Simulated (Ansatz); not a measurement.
Cu3O2:

```
CELL_PARAMETERS angstrom
-2.02298 2.02298 3.67362
2.02298 -2.02298 3.67362
2.02298 2.02298 -3.67362
ATOMIC_POSITIONS crystal
Cu 0.00000 0.00000 0.00000
Cu 0.75000 0.25000 0.50000
Cu 0.25000 0.75000 0.50000
O 0.50000 0.00000 0.50000
O 0.00000 0.50000 0.50000
```

The cell comes from a database or a generator and needn't be the stable form of this composition.

Base run:

* Program: Ansatz 0.2.0
* Functional: revPBE
* Potentials or basis: Ansatz PAW
* Cutoff: 420 eV (not typed: the program's choice for these potentials)
* k mesh: 9 × 9 × 9
* Occupations: fermi-dirac, width 0.05 eV
* Spin: no spin polarisation

Its results: band gap on the k mesh none (metal or under the smearing width); pressure 4.1 GPa.

Question: The run is repeated on the same cell with these changes: functional from revPBE to PBE. What comes out?

Answer: Band gap on the k mesh none (metal or under the smearing width); pressure 0.7 GPa.

PBE binds more tightly than revPBE, so the same cell stands under less pressure.

Caveats: an odd number of electrons without spin polarisation forces a metal; a magnetic or distorted state may lie lower; the run has no spin polarisation, though such a crystal can be magnetic; semilocal functionals often make such compounds metallic where correlation or magnetic order opens a gap, which also shifts bond lengths; the density of states is complete only up to the lowest level of the last band computed; the PAW data sets come from PBE, with cores solved anew for the run's functional, which leaves a small shift of forces and pressure (some runs).
